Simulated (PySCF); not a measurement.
# Dy⁴⁶⁺, Dy⁴⁷⁺: ionisation energy in even-tempered 16s10p7d4f3g

Wanted: the ionisation energy of dysprosium, up a ladder of methods.

Program: PySCF 2.14.0. Level of theory: unrestricted determinants in a Gaussian basis, no spin-orbit coupling in the energies. These are calculated values, not measurements, unless marked.

## 1. The atom as given

| Property | Result |
| --- | --- |
| Element | dysprosium (Z = 66) |
| Basis | an even-tempered Gaussian basis (16 s from 10 bohr⁻², ratio 2.5; 10 p from 13 bohr⁻², ratio 2.5; 7 d from 13 bohr⁻², ratio 2.5; 4 f from 45 bohr⁻², ratio 2.7; 3 g from 68 bohr⁻², ratio 2.7) |
| Hamiltonian | the non-relativistic Hamiltonian (point nucleus) |
| State 1 | Dy⁴⁶⁺: [Ar] 3d2, high-spin 3F determinant |
| State 2 | Dy⁴⁷⁺: [Ar] 3d1, 2D determinant |
| Methods | UHF, LDA, PBE, PBE0, r2SCAN, B2PLYP, B3LYP, MP2 |
| Core shells frozen in the correlated runs | outer shells: [Ne] (for Dy⁴⁶⁺) |

Outer shells as boxes (Hund's rule):

Dy46+ [Ar] 3d2
```
[Ar] core
3d [↑ ][↑ ][  ][  ][  ]
```

Dy47+ [Ar] 3d1
```
[Ar] core
3d [↑ ][  ][  ][  ][  ]
```

The runs were made by one driver on top of PySCF. The scripts below sum up each run's settings (the driver also hands on starting orbitals that pick excited configurations, and frozen orbitals as a list rather than a count), and the logs come from the driver's own runs. The driver starts from symmetry-adapted Hartree-Fock orbitals, holds the occupation by maximum overlap and uses a logarithmic radial grid for functionals, so a plain start would take other cycles.

The integrals over 136 functions and the set-up took 0.63 s of CPU time.

## 2. Dy⁴⁶⁺

**UHF**

input.py reads:

```python
from pyscf import gto, scf, dft, mp, cc
mol = gto.M(atom="Dy 0 0 0", charge=46, spin=2, symmetry="D2h",
            basis=gto.etbs([(0, 16, 10, 2.5), (1, 10, 13, 2.5), (2, 7, 13, 2.5), (3, 4, 45, 2.7), (4, 3, 68, 2.7)]))
mf = scf.UHF(mol)
mf.irrep_nelec = {'Ag': (4, 3), 'B1g': (1, 0), 'B1u': (2, 2), 'B2u': (2, 2), 'B3u': (2, 2)}
mf.kernel()
```

The program printed:

```text
damping factor = 0
level_shift factor = 0
DIIS = <class 'pyscf.scf.diis.CDIIS'>
diis_start_cycle = 1
diis_space = 10
diis_damp = 0
SCF conv_tol = 1e-09
SCF conv_tol_grad = None
number electrons alpha = 11  beta = 9
cycle= 1 E= -9802.06113766422  delta_E= -0.0108  |g|= 0.0482  |ddm|= 0.01
cycle= 2 E= -9802.06115393818  delta_E= -1.63e-05  |g|= 0.00199  |ddm|= 0.000455
cycle= 3 E= -9802.06115396825  delta_E= -3.01e-08  |g|= 1.37e-05  |ddm|= 2.13e-05
cycle= 4 E= -9802.06115396826  delta_E= -1.46e-11  |g|= 1.33e-07  |ddm|= 1.79e-07
converged SCF energy = -9802.06115396826  <S^2> = 2.0001516  2S+1 = 3.0001011
```

CPU time 9.6 s on a shared host, the integrals not counted.

Orbital energies by shell (radii are means over both spins):

| shell | electrons | mean orbital energy (eV) | spread (eV) | rms radius (bohr) |
| --- | --- | --- | --- | --- |
| 1s α | 1 | -53492.9 | 0 | 0.0266 |
| 1s β | 1 | -53492.5 | 0 | 0.0266 |
| 2s α | 1 | -10965.5 | 0 | 0.105 |
| 2s β | 1 | -10946.8 | 0 | 0.105 |
| 2p α | 3 | -10587.1 | 0 | 0.0901 |
| 2p β | 3 | -10569.6 | 0 | 0.0901 |
| 3s α | 1 | -4210.7 | 0 | 0.250 |
| 3s β | 1 | -4194.2 | 0 | 0.250 |
| 3p α | 3 | -4051.5 | 0 | 0.240 |
| 3p β | 3 | -4029.3 | 0 | 0.240 |
| 3d α | 2 | -3825.6 | 0 | 0.207 |

⟨S²⟩ = 2.000, ⟨L²⟩ = 12.00.

Spin-orbit constants on these orbitals (cm⁻¹; bare nucleus, screened nucleus, mean field): 3d 159200, 135100, 134600. To first order in LS coupling the lowest level has J = 2 and lies 33.4 eV below the centre of the term.

A non-relativistic calculation at this Z misses sizeable relativistic shifts. Spin-orbit coupling is strong in this species (close to jj coupling), so the high-spin LS determinant is a model state, not a physical level.

**LDA**

input.py, as changed from the run before:

```diff
@@ -3,3 +3,3 @@
             basis=gto.etbs([(0, 16, 10, 2.5), (1, 10, 13, 2.5), (2, 7, 13, 2.5), (3, 4, 45, 2.7), (4, 3, 68, 2.7)]))
-mf = scf.UHF(mol)
+mf = dft.UKS(mol, xc="LDA,VWN")
 mf.irrep_nelec = {'Ag': (4, 3), 'B1g': (1, 0), 'B1u': (2, 2), 'B2u': (2, 2), 'B3u': (2, 2)}
```

The program printed:

```text
damping factor = 0
level_shift factor = 0
DIIS = <class 'pyscf.scf.diis.CDIIS'>
diis_start_cycle = 1
diis_space = 10
diis_damp = 0
SCF conv_tol = 1e-09
SCF conv_tol_grad = None
number electrons alpha = 11  beta = 9
XC functionals = LDA,VWN
    P. A. M. Dirac.,  Math. Proc. Cambridge Philos. Soc. 26, 376 (1930)
    F. Bloch.,  Z. Phys. 57, 545 (1929)
    S. H. Vosko, L. Wilk, and M. Nusair.,  Can. J. Phys. 58, 1200 (1980)
cycle= 1 E= -9795.19193916675  delta_E= -0.0178  |g|= 0.0502  |ddm|= 0.0518
cycle= 2 E= -9795.19194241732  delta_E= -3.25e-06  |g|= 0.00277  |ddm|= 0.000413
cycle= 3 E= -9795.19194243833  delta_E= -2.1e-08  |g|= 0.000105  |ddm|= 4.22e-05
cycle= 4 E= -9795.19194243839  delta_E= -6e-11  |g|= 1.87e-06  |ddm|= 3.08e-06
converged SCF energy = -9795.19194243839  <S^2> = 2.000021  2S+1 = 3.000014
```

CPU time 1.4 s on a shared host, the integrals not counted.

**PBE**

input.py reads:

```python
from pyscf import gto, scf, dft, mp, cc
mol = gto.M(atom="Dy 0 0 0", charge=46, spin=2, symmetry="D2h",
            basis=gto.etbs([(0, 16, 10, 2.5), (1, 10, 13, 2.5), (2, 7, 13, 2.5), (3, 4, 45, 2.7), (4, 3, 68, 2.7)]))
mf = dft.UKS(mol, xc="PBE")
mf.irrep_nelec = {'Ag': (4, 3), 'B1g': (1, 0), 'B1u': (2, 2), 'B2u': (2, 2), 'B3u': (2, 2)}
mf.kernel()
```

The program printed:

```text
damping factor = 0
level_shift factor = 0
DIIS = <class 'pyscf.scf.diis.CDIIS'>
diis_start_cycle = 1
diis_space = 10
diis_damp = 0
SCF conv_tol = 1e-09
SCF conv_tol_grad = None
number electrons alpha = 11  beta = 9
XC functionals = PBE
    J. P. Perdew, K. Burke, and M. Ernzerhof.,  Phys. Rev. Lett. 77, 3865 (1996)
    J. P. Perdew, K. Burke, and M. Ernzerhof.,  Phys. Rev. Lett. 78, 1396 (1997)
    J. P. Perdew, K. Burke, and M. Ernzerhof.,  Phys. Rev. Lett. 77, 3865 (1996)
    J. P. Perdew, K. Burke, and M. Ernzerhof.,  Phys. Rev. Lett. 78, 1396 (1997)
cycle= 1 E= -9802.50930577157  delta_E= -0.0106  |g|= 0.0156  |ddm|= 0.0362
cycle= 2 E= -9802.50930686488  delta_E= -1.09e-06  |g|= 0.000723  |ddm|= 0.000578
cycle= 3 E= -9802.50930686932  delta_E= -4.44e-09  |g|= 7.8e-05  |ddm|= 3.26e-05
cycle= 4 E= -9802.50930686936  delta_E= -4e-11  |g|= 9.44e-07  |ddm|= 2.23e-06
converged SCF energy = -9802.50930686936  <S^2> = 2.0000318  2S+1 = 3.0000212
```

CPU time 1.8 s on a shared host, the integrals not counted.

**PBE0**

input.py reads:

```python
from pyscf import gto, scf, dft, mp, cc
mol = gto.M(atom="Dy 0 0 0", charge=46, spin=2, symmetry="D2h",
            basis=gto.etbs([(0, 16, 10, 2.5), (1, 10, 13, 2.5), (2, 7, 13, 2.5), (3, 4, 45, 2.7), (4, 3, 68, 2.7)]))
mf = dft.UKS(mol, xc="PBE0")
mf.irrep_nelec = {'Ag': (4, 3), 'B1g': (1, 0), 'B1u': (2, 2), 'B2u': (2, 2), 'B3u': (2, 2)}
mf.kernel()
```

The program printed:

```text
damping factor = 0
level_shift factor = 0
DIIS = <class 'pyscf.scf.diis.CDIIS'>
diis_start_cycle = 1
diis_space = 10
diis_damp = 0
SCF conv_tol = 1e-09
SCF conv_tol_grad = None
number electrons alpha = 11  beta = 9
XC functionals = PBE0
    C. Adamo and V. Barone.,  J. Chem. Phys. 110, 6158 (1999)
    M. Ernzerhof and G. E. Scuseria.,  J. Chem. Phys. 110, 5029 (1999)
cycle= 1 E= -9802.64714645602  delta_E= -0.00771  |g|= 0.0179  |ddm|= 0.0262
cycle= 2 E= -9802.64714801806  delta_E= -1.56e-06  |g|= 0.000508  |ddm|= 0.000648
cycle= 3 E= -9802.64714801995  delta_E= -1.88e-09  |g|= 5.03e-05  |ddm|= 1.55e-05
cycle= 4 E= -9802.64714801995  delta_E= -5.46e-12  |g|= 8.34e-07  |ddm|= 1.39e-06
converged SCF energy = -9802.64714801995  <S^2> = 2.000052  2S+1 = 3.0000347
```

It used 3.4 s of CPU time after the integrals (shared host).

**r2SCAN**

input.py reads:

```python
from pyscf import gto, scf, dft, mp, cc
mol = gto.M(atom="Dy 0 0 0", charge=46, spin=2, symmetry="D2h",
            basis=gto.etbs([(0, 16, 10, 2.5), (1, 10, 13, 2.5), (2, 7, 13, 2.5), (3, 4, 45, 2.7), (4, 3, 68, 2.7)]))
mf = dft.UKS(mol, xc="R2SCAN")
mf.irrep_nelec = {'Ag': (4, 3), 'B1g': (1, 0), 'B1u': (2, 2), 'B2u': (2, 2), 'B3u': (2, 2)}
mf.kernel()
```

The program printed:

```text
damping factor = 0
level_shift factor = 0
DIIS = <class 'pyscf.scf.diis.CDIIS'>
diis_start_cycle = 1
diis_space = 10
diis_damp = 0
SCF conv_tol = 1e-09
SCF conv_tol_grad = None
number electrons alpha = 11  beta = 9
XC functionals = R2SCAN
    J. W. Furness, A. D. Kaplan, J. Ning, J. P. Perdew, and J. Sun.,  J. Phys. Chem. Lett. 11, 8208-8215 (2020)
    J. W. Furness, A. D. Kaplan, J. Ning, J. P. Perdew, and J. Sun.,  J. Phys. Chem. Lett. 11, 9248-9248 (2020)
    J. W. Furness, A. D. Kaplan, J. Ning, J. P. Perdew, and J. Sun.,  J. Phys. Chem. Lett. 11, 8208-8215 (2020)
    J. W. Furness, A. D. Kaplan, J. Ning, J. P. Perdew, and J. Sun.,  J. Phys. Chem. Lett. 11, 9248-9248 (2020)
cycle= 1 E= -9803.10195986934  delta_E= -0.00909  |g|= 0.0195  |ddm|= 0.0262
cycle= 2 E= -9803.1019613348  delta_E= -1.47e-06  |g|= 0.000501  |ddm|= 0.000394
cycle= 3 E= -9803.10196133607  delta_E= -1.26e-09  |g|= 4.24e-05  |ddm|= 1.24e-05
cycle= 4 E= -9803.10196133606  delta_E= 3.64e-12  |g|= 3.49e-07  |ddm|= 9.96e-07
converged SCF energy = -9803.10196133606  <S^2> = 2.0000638  2S+1 = 3.0000425
```

It used 5.1 s of CPU time after the integrals (shared host).

**B2PLYP**

input.py reads:

```python
from pyscf import gto, scf, dft, mp, cc
mol = gto.M(atom="Dy 0 0 0", charge=46, spin=2, symmetry="D2h",
            basis=gto.etbs([(0, 16, 10, 2.5), (1, 10, 13, 2.5), (2, 7, 13, 2.5), (3, 4, 45, 2.7), (4, 3, 68, 2.7)]))
mf = dft.UKS(mol, xc="0.53*HF + 0.47*B88, 0.73*LYP")
mf.irrep_nelec = {'Ag': (4, 3), 'B1g': (1, 0), 'B1u': (2, 2), 'B2u': (2, 2), 'B3u': (2, 2)}
mf.kernel()
```

The program printed:

```text
damping factor = 0
level_shift factor = 0
DIIS = <class 'pyscf.scf.diis.CDIIS'>
diis_start_cycle = 1
diis_space = 10
diis_damp = 0
SCF conv_tol = 1e-09
SCF conv_tol_grad = None
number electrons alpha = 11  beta = 9
XC functionals = 0.53*HF + 0.47*B88, 0.73*LYP
    A. D. Becke.,  Phys. Rev. A 38, 3098 (1988)
    C. Lee, W. Yang, and R. G. Parr.,  Phys. Rev. B 37, 785 (1988)
    B. Miehlich, A. Savin, H. Stoll, and H. Preuss.,  Chem. Phys. Lett. 157, 200 (1989)
cycle= 1 E= -9802.96908633169  delta_E= -0.00732  |g|= 0.026  |ddm|= 0.0187
cycle= 2 E= -9802.96909033284  delta_E= -4e-06  |g|= 0.000812  |ddm|= 0.000672
cycle= 3 E= -9802.96909033705  delta_E= -4.21e-09  |g|= 5.18e-05  |ddm|= 1.42e-05
cycle= 4 E= -9802.96909033706  delta_E= -1.46e-11  |g|= 5.78e-07  |ddm|= 1.13e-06
converged SCF energy = -9802.96909033706  <S^2> = 2.0000823  2S+1 = 3.0000549
```

CPU time 5.5 s on a shared host, the integrals not counted.

Script and log cover the SCF part. The PT2 part, added by the driver, -0.54645 hartree before scaling by 0.27, brings the total to -9803.116631 hartree.

**B3LYP**

input.py reads:

```python
from pyscf import gto, scf, dft, mp, cc
mol = gto.M(atom="Dy 0 0 0", charge=46, spin=2, symmetry="D2h",
            basis=gto.etbs([(0, 16, 10, 2.5), (1, 10, 13, 2.5), (2, 7, 13, 2.5), (3, 4, 45, 2.7), (4, 3, 68, 2.7)]))
mf = dft.UKS(mol, xc="B3LYP")
mf.irrep_nelec = {'Ag': (4, 3), 'B1g': (1, 0), 'B1u': (2, 2), 'B2u': (2, 2), 'B3u': (2, 2)}
mf.kernel()
```

The program printed:

```text
damping factor = 0
level_shift factor = 0
DIIS = <class 'pyscf.scf.diis.CDIIS'>
diis_start_cycle = 1
diis_space = 10
diis_damp = 0
SCF conv_tol = 1e-09
SCF conv_tol_grad = None
number electrons alpha = 11  beta = 9
XC functionals = B3LYP
    P. J. Stephens, F. J. Devlin, C. F. Chabalowski, and M. J. Frisch.,  J. Phys. Chem. 98, 11623 (1994)
cycle= 1 E= -9802.93947384919  delta_E= -0.00916  |g|= 0.0175  |ddm|= 0.031
cycle= 2 E= -9802.93947555299  delta_E= -1.7e-06  |g|= 0.000909  |ddm|= 0.000763
cycle= 3 E= -9802.93947555829  delta_E= -5.3e-09  |g|= 8.76e-05  |ddm|= 2.89e-05
cycle= 4 E= -9802.93947555833  delta_E= -4.18e-11  |g|= 7.65e-07  |ddm|= 2.19e-06
converged SCF energy = -9802.93947555833  <S^2> = 2.0000458  2S+1 = 3.0000306
```

It used 3.4 s of CPU time after the integrals (shared host).

**MP2 (outer shells)**

input.py reads:

```python
from pyscf import gto, scf, dft, mp, cc
mol = gto.M(atom="Dy 0 0 0", charge=46, spin=2, symmetry="D2h",
            basis=gto.etbs([(0, 16, 10, 2.5), (1, 10, 13, 2.5), (2, 7, 13, 2.5), (3, 4, 45, 2.7), (4, 3, 68, 2.7)]))
mf = scf.UHF(mol)
mf.irrep_nelec = {'Ag': (4, 3), 'B1g': (1, 0), 'B1u': (2, 2), 'B2u': (2, 2), 'B3u': (2, 2)}
mf.kernel()
mp.UMP2(mf, frozen=5).kernel()
```

This step left no log, only its results.

CPU time 1.9 s on a shared host, the integrals not counted.

With 10 electrons correlated, the MP2 correlation energy is -0.49855 hartree (-0.13341 same spin, -0.36514 opposite spin); the SCS form gives -0.48264. Largest pairs of shells: 3p-3p -0.3023, 3p-3d -0.1065, 3s-3p -0.0520, 3s-3d -0.0193, 3s-3s -0.0134.

Radial density 4πr²ρ of Dy⁴⁶⁺ at UHF:

| r (bohr) | density | spin density |
| --- | --- | --- |
| 0.000420 | 0.429 | 0.000 |
| 0.000706 | 1.17 | 0.000 |
| 0.00119 | 3.11 | 0.000 |
| 0.00200 | 7.90 | 0.000 |
| 0.00336 | 18.7 | 0.000 |
| 0.00565 | 39.1 | -0.001 |
| 0.00951 | 66.9 | -0.001 |
| 0.0160 | 84.1 | 0.002 |
| 0.0269 | 76.9 | 0.042 |
| 0.0453 | 89.1 | 0.472 |
| 0.0761 | 102 | 3.162 |
| 0.128 | 52.0 | 9.863 |
| 0.215 | 56.0 | 8.941 |
| 0.362 | 9.59 | 1.031 |
| 0.609 | 0.0746 | 0.007 |

(Part 1 of 2 ends here.)
